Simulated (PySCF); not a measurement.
**GaF (SMILES [F][Ga]): TPSS/def2-TZVPPD**

Aim: the vertical ionisation energy of GaF at TPSS/def2-TZVPPD, from 2 runs. The job is set up through a Python script.

The calculation is run with PySCF 2.14.0.

3 further runs of the same task are left out: 3 set aside as unsound or not needed.

## 1. The system as given

The species is GaF (2 atoms), meant as a singlet with charge 0. As SMILES, `[F][Ga]`. Geometry: relaxed at PBE0-D4/def2-TZVP.

Bond lengths: F1–Ga2 1.787 Å.

## 2. A single-point energy at TPSS/def2-TZVPPD

Input file job.py:

```python
from pyscf import gto, dft

molecule = gto.Mole()
molecule.atom = '''
F      0.000000     0.000000     0.011905
Ga     0.000000     0.000000     3.387995
'''
molecule.max_memory = 1860
molecule.unit = 'bohr'
molecule.verbose = 4
molecule.charge = 0
molecule.basis = 'def2-tzvppd'
molecule.build()

mf = dft.RKS(molecule, xc='tpss')
mf.grids.level = 5
mf.conv_tol = 1e-10
mf.kernel()
if not mf.converged:
    mf = mf.newton().run(mf.mo_coeff, mf.mo_occ)

e_tot = mf.e_tot
print('E(%s) = %.9f' % ('TPSS', e_tot))
```

The run is started by

```
$ OMP_NUM_THREADS=1 python job.py
```

Output:

```text
PySCF version 2.14.0

[INPUT] num. atoms = 2
[INPUT] num. electrons = 40
[INPUT] charge = 0
[INPUT] spin (= nelec alpha-beta = 2S) = 0
[INPUT] symmetry False subgroup None
[INPUT] Mole.unit = bohr
[INPUT] Symbol           X                Y                Z      unit          X                Y                Z       unit  Magmom
[INPUT]  1 F      0.000000000000   0.000000000000   0.006299854696 AA    0.000000000000   0.000000000000   0.011905000000 Bohr   0.0
[INPUT]  2 Ga     0.000000000000   0.000000000000   1.792849744711 AA    0.000000000000   0.000000000000   3.387995000000 Bohr   0.0

nuclear repulsion = 82.6399770148308
number of shells = 32
number of NR pGTOs = 161
number of NR cGTOs = 94
basis = def2-tzvppd
ecp = {}

******** <class 'pyscf.dft.rks.RKS'> ********
method = RKS
initial guess = minao
damping factor = 0
level_shift factor = 0
DIIS = <class 'pyscf.scf.diis.CDIIS'>
diis_start_cycle = 1
diis_space = 8
diis_damp = 0
SCF conv_tol = 1e-10
SCF conv_tol_grad = None
SCF max_cycles = 50
direct_scf = True
direct_scf_tol = 1e-13
XC library pyscf.dft.libxc version 7.0.0
    S. Lehtola, C. Steigemann, M. J.T. Oliveira, and M. A.L. Marques.,  SoftwareX 7, 1–5 (2018)
XC functionals = tpss
    J. Tao, J. P. Perdew, V. N. Staroverov, and G. E. Scuseria.,  Phys. Rev. Lett. 91, 146401 (2003)
    J. Tao, J. P. Perdew, V. N. Staroverov, and G. E. Scuseria.,  Phys. Rev. Lett. 91, 146401 (2003)
radial grids:
    Treutler-Ahlrichs [JCP 102, 346 (1995); DOI:10.1063/1.469408] (M4) radial grids

becke partition: Becke, JCP 88, 2547 (1988); DOI:10.1063/1.454033
pruning grids: <function nwchem_prune>
grids dens level: 5
symmetrized grids: False
atomic radii adjust function: <function treutler_atomic_radii_adjust>
small_rho_cutoff = 0
Set gradient conv threshold to 1e-05
Initial guess from minao.
tot grids = 89160
init E= -2024.22345487023
  HOMO = -0.2536940448203  LUMO = -0.0696519549577382  gap/eV = 5.00804
cycle= 1 E= -2024.63767990431  delta_E= -0.414  |g|= 1.15  |ddm|= 1.04
  HOMO = -0.152750090738766  LUMO = -0.0503509370894855  gap/eV = 2.78642
cycle= 2 E= -2020.8507738502  delta_E= 3.79  |g|= 4.39  |ddm|= 2.41
  HOMO = -0.260412292979055  LUMO = -0.0738939239001709  gap/eV = 5.07542
cycle= 3 E= -2024.72345322246  delta_E= -3.87  |g|= 0.769  |ddm|= 2.11
  HOMO = -0.239491482596947  LUMO = -0.0694359948193062  gap/eV = 4.62745
cycle= 4 E= -2024.78319875145  delta_E= -0.0597  |g|= 0.295  |ddm|= 0.496
  HOMO = -0.252266945552819  LUMO = -0.0778307117605413  gap/eV = 4.74665
cycle= 5 E= -2024.79277085259  delta_E= -0.00957  |g|= 0.0783  |ddm|= 0.0966
  HOMO = -0.249893170378037  LUMO = -0.0748410670804198  gap/eV = 4.76341
cycle= 6 E= -2024.79410035971  delta_E= -0.00133  |g|= 0.0162  |ddm|= 0.0548
  HOMO = -0.250761545741817  LUMO = -0.0750353600240067  gap/eV = 4.78175
cycle= 7 E= -2024.79414245195  delta_E= -4.21e-05  |g|= 0.0023  |ddm|= 0.00757
  HOMO = -0.250847105966677  LUMO = -0.0750814078558375  gap/eV = 4.78283
cycle= 8 E= -2024.79414349142  delta_E= -1.04e-06  |g|= 0.000216  |ddm|= 0.00202
  HOMO = -0.250816021261294  LUMO = -0.0750558767571022  gap/eV = 4.78268
cycle= 9 E= -2024.79414349827  delta_E= -6.85e-09  |g|= 2.13e-05  |ddm|= 0.000177
  HOMO = -0.250814507071716  LUMO = -0.075054939171863  gap/eV = 4.78266
cycle= 10 E= -2024.79414349834  delta_E= -7.14e-11  |g|= 4.2e-06  |ddm|= 1.86e-05
  HOMO = -0.250815466737002  LUMO = -0.075055787514155  gap/eV = 4.78266
Extra cycle  E= -2024.79414349834  delta_E= 3.64e-12  |g|= 7.64e-06  |ddm|= 9.75e-06
converged SCF energy = -2024.79414349834
E(TPSS) = -2024.794143498
```

Run time: 14 s. Hardware: 1 thread of Arm Neoverse V1, shared host; peak memory 0.48 GiB.

## 3. The doublet cation at the same level

Input file calc.py:

```python
from pyscf import gto, dft

molecule = gto.M(
    atom='''
F        0.000000       0.000000       0.006300
Ga       0.000000       0.000000       1.792850
''',
    basis='def2-tzvppd',
    verbose=3,
    charge=1,
    spin=1,
    max_memory=1860,
)

mf = dft.UKS(molecule, xc='tpss')
mf.conv_tol = 1e-10
mf.grids.level = 5
mf.kernel()
if not mf.converged:
    mf = mf.newton().run(mf.mo_coeff, mf.mo_occ)

energy = mf.e_tot
print('E(%s) = %.9f' % ('TPSS', energy))
```

The run is started by

```
$ OMP_NUM_THREADS=1 python calc.py
```

Output:

```text
WARN: HOMO -0.431863026289276 >= LUMO -0.431863026289147

converged SCF energy = -2024.4149705896  <S^2> = 0.75311306  2S+1 = 2.0031106
E(TPSS) = -2024.414970590
```

It took 31 s on 1 thread of Arm Neoverse V1, shared host; peak memory 0.5 GiB.

## 4. Results

Level: TPSS/def2-TZVPPD.

| quantity | value |
| --- | --- |
| singlet GaF: total energy | -2024.79414 Eh |
| singlet GaF: dipole moment | 2.15 D |
| singlet GaF: HOMO energy | -6.83 eV |
| singlet GaF: LUMO energy | -2.04 eV |
| singlet GaF: HOMO–LUMO gap | 4.78 eV |
| doublet cation: total energy | -2024.41497 Eh |
| doublet cation: HOMO energy (highest over α and β) | -15.58 eV |
| doublet cation: LUMO energy (lowest over α and β) | -13.94 eV |
| doublet cation: ⟨S²⟩ | 0.753 |
| vertical ionisation energy (to the doublet cation) | 10.318 eV |

**Reading.** The vertical ionisation energy comes to 10.32 eV (238 kcal/mol). −ε(HOMO) before ionisation, 6.83 eV, is 3.49 eV below this ionisation energy.
